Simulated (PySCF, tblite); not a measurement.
# C4H7NS2Si: geometry, infrared bands and NMR shifts

What infrared bands and NMR shifts should C4H7NS2Si (`C=CS[SiH2]SCC#N`) show?

The runs use tblite 0.8.0 and PySCF 2.14.0, with density-fitted response routines of our own; the level of theory stands in each step. All values are computed, except where a source is named. Atoms count from 0, in the outputs and in this text.

## (1) The molecule as given

15 atoms, charge 0, multiplicity 1; geometry from: force field or distance geometry start.

Bonds of the start (Å): C0–C1 1.33, C1–S2 1.81, S2–Si3 2.17, Si3–S4 2.13, S4–C5 1.80, C5–C6 1.48, C6–N7 1.16, C0–H8 1.09, C0–H9 1.08, C1–H10 1.09, Si3–H11 1.47, Si3–H12 1.46, C5–H13 1.11, C5–H14 1.13.

## (2) Optimising the geometry with GFN2-xTB

What the job is given:

```
{"job": {"kind": "relax", "xc": "GFN2-xTB", "basis": "xTB"}, "charge": 0, "multiplicity": 1}
C     -3.515700     0.684900    -0.061600
C     -3.016300    -0.433700    -0.574500
S     -1.773200    -1.418300     0.305000
Si     0.047800    -0.257500     0.086900
S      1.767100    -1.510800     0.206000
C      3.166600    -0.549300    -0.401400
C      3.487700     0.562900     0.517700
N      3.738600     1.427900     1.248400
H     -3.150500     0.988100     0.919400
H     -4.261200     1.235200    -0.613700
H     -3.399900    -0.726600    -1.551300
H     -0.015300     0.415300    -1.220200
H     -0.019700     0.794800     1.099700
H      4.048300    -1.188400    -0.632900
H      2.891300    -0.016400    -1.360600
```

Command:

```sh
> OMP_NUM_THREADS=1 python probes_run.py task.json out
```

One launch serves the whole session: the jobs run in the order shown.

**Question.** This job is followed by: GFN2-xTB harmonic vibrations, gas phase; GIAO PBE0/pcSseg-1 NMR shielding, non-relativistic, gas phase. What will the session give for the following? strongest single infrared mode (GFN2-xTB); zero-point energy (GFN2-xTB); 13C shifts against TMS (PBE0/pcSseg-1); 1H shifts against TMS (PBE0/pcSseg-1, means over atoms taken as alike); 33S shifts against CS2 (PBE0/pcSseg-1); 29Si shifts against TMS (PBE0/pcSseg-1); 15N shifts against NH3 (PBE0/pcSseg-1).

The runs gave:

| quantity | value |
| --- | --- |
| strongest single infrared mode (GFN2-xTB) | 690 cm⁻¹, 325 km/mol |
| zero-point energy (GFN2-xTB) | 60.9 kcal/mol |
| 13C shifts against TMS (PBE0/pcSseg-1) | 137.4, 119.9, 118.4, 15.2 ppm |
| 1H shifts against TMS (PBE0/pcSseg-1, means over atoms taken as alike) | 6.34, 5.67, 5.54, 5.16, 3.27 ppm |
| 33S shifts against CS2 (PBE0/pcSseg-1) | -97, -154 ppm |
| 29Si shifts against TMS (PBE0/pcSseg-1) | -14.7 ppm |
| 15N shifts against NH3 (PBE0/pcSseg-1) | 309.9 ppm |

In words: The optimisation took 129 steps and gained 0.510 eV; among the close pairs (by a distance rule), C1–S2 changed most, from 1.813 to 1.754 Å. All 39 modes are real, so the xTB geometry is a minimum. The strongest single mode, at 690 cm⁻¹, is spread over many atoms; the largest shares are those of H12, H11. Unscaled tight-binding wavenumbers are off by several per cent, some by more. Its intensities can rank the bands wrongly. The most deshielded carbon is C1 (alkene CH), at 137.4 ppm: an sp2 carbon of a C=C bond. H10 (hydrogen on an alkene CH) lies farthest downfield among hydrogen, at 6.34 ppm; olefinic region. At PBE0/pcSseg-1: Shielding is most anisotropic at N7 (span 484 ppm, paramagnetic term -382 ppm).
